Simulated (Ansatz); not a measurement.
**C2H6KN: a ladder of functionals and wavefunction methods**

The task here is to estimate one member of a computed series from the others.

Method: functionals in def2-TZVPP, the program's frozen cores in correlated methods; program: Ansatz 0.2.0, Gaussian basis.

Levels to be run: LDA (SPW92), PBE-D4, revPBE-D4, BLYP-D4, r2SCAN-D4, B97M-V, PBE0-D4, B3LYP-D4, r2SCANh-D4, r2SCAN0-D4, HSE06-D4, BHLYP-D4, CAM-B3LYP-D4, LC-ωPBE, ωB97X-V, ωB97M-V, B2PLYP, PBE-QIDH; CCSD(T)/def2-SVP; CCSD(T)/def2-TZVPP; MP2/def2-QZVPP; extrapolation to the limit; RPA on PBE.

## The relaxed structure

All runs share one geometry, relaxed beforehand with PBE0-D4 in a triple-zeta def2 set.

SMILES `C[N](C)[K]`, 10 atoms, charge 0, spin multiplicity 1.

Atoms are counted from 1 here; the program's logs count them from 0.

Bond lengths: C1–N2 1.427 Å, C1–H5 1.114 Å, C1–H6 1.101 Å, C1–H7 1.114 Å, N2–C3 1.427 Å, N2–K4 2.409 Å, C3–H8 1.101 Å, C3–H9 1.114 Å, C3–H10 1.114 Å. Angles: N2–C1–H5 113.8°, N2–C1–H6 111.6°, N2–C1–H7 113.8°, H5–C1–H6 106.1°, H5–C1–H7 104.7°, H6–C1–H7 106.1°, C1–N2–C3 108.8°, C1–N2–K4 125.4°, C3–N2–K4 125.8°, N2–C3–H8 111.6°, N2–C3–H9 113.8°, N2–C3–H10 113.8°, H8–C3–H9 106.1°, H8–C3–H10 106.1°, H9–C3–H10 104.7°.

Set-up of the first run:

in.yaml

```yaml
crystal:
  periodic: [false, false, false]
  atoms:
    - {symbol: C, position_ang: [-0.042728, 1.141516, -0.301912]}
    - {symbol: N, position_ang: [-0.539723, -0.171679, -0.049784]}
    - {symbol: C, position_ang: [0.547116, -1.005530, 0.348282]}
    - {symbol: K, position_ang: [-2.838134, -0.860751, -0.265715]}
    - {symbol: H, position_ang: [0.727950, 1.184695, -1.105726]}
    - {symbol: H, position_ang: [-0.847395, 1.826024, -0.613124]}
    - {symbol: H, position_ang: [0.442625, 1.616505, 0.581679]}
    - {symbol: H, position_ang: [0.213053, -2.034129, 0.555842]}
    - {symbol: H, position_ang: [1.067315, -0.657338, 1.270267]}
    - {symbol: H, position_ang: [1.353019, -1.090512, -0.416708]}
basis:
  gaussian: {orbitals: def2-TZVPP}
hamiltonian: {xc: lda}
output: {orbitals: {seedname: orbitals}}
```

Among the steps run: LDA; PBE-D4 (GGA); revPBE-D4 (GGA); BLYP-D4 (GGA); r2SCAN-D4 (meta-GGA); B97M-V (meta-GGA); PBE0-D4 (hybrid); B3LYP-D4 (hybrid); r2SCANh-D4 (hybrid); r2SCAN0-D4 (hybrid); HSE06-D4 (hybrid); BHLYP-D4 (hybrid); CAM-B3LYP-D4 (range-separated); LC-ωPBE-D4 (range-separated; the results give it without D4); ωB97X-V (range-separated); ωB97M-V (range-separated); B2PLYP (double hybrid); PBE-QIDH (double hybrid).

One of the session's tables, all rows but one given; the rest of the session is left out.

It belongs to the step «Orbital energies across the functionals». 

| functional | HOMO (eV) | LUMO (eV) | gap (eV) |
| --- | --- | --- | --- |
| LDA (SPW92) | -2.22 | -1.60 | 0.62 |
| PBE-D4 | -2.08 | -1.67 | 0.41 |
| revPBE-D4 | -2.01 | -1.74 | 0.27 |
| BLYP-D4 | -2.01 | -1.72 | 0.29 |
| r2SCAN-D4 | -2.14 | -0.95 | 1.20 |
| B97M-V | -2.29 | -1.51 | 0.78 |
| PBE0-D4 | -3.15 | -1.14 | 2.01 |
| B3LYP-D4 | ? | ? | ? |
| r2SCANh-D4 | -2.58 | -0.85 | 1.73 |
| r2SCAN0-D4 | -3.24 | -0.71 | 2.53 |
| HSE06-D4 | -2.75 | -1.42 | 1.34 |
| BHLYP-D4 | -4.25 | -0.88 | 3.37 |
| CAM-B3LYP-D4 | -4.48 | -0.75 | 3.73 |
| LC-ωPBE | -5.68 | -0.08 | 5.60 |
| ωB97X-V | -5.41 | -0.05 | 5.36 |
| ωB97M-V | -5.39 | -0.63 | 4.76 |

**Question.** Estimate the row for B3LYP-D4.

Worked estimate for «HOMO (eV)». Against the share of exact exchange, BLYP-D4 (0, -2.01), BHLYP-D4 (0.5, -4.25) give a slope of -4.48 per unit share; at 0.2 the line stands at -2.91.

The run gave: HOMO (eV): -3.01; LUMO (eV): -1.42; gap (eV): 1.59. In «HOMO (eV)» the line misses by +0.10.
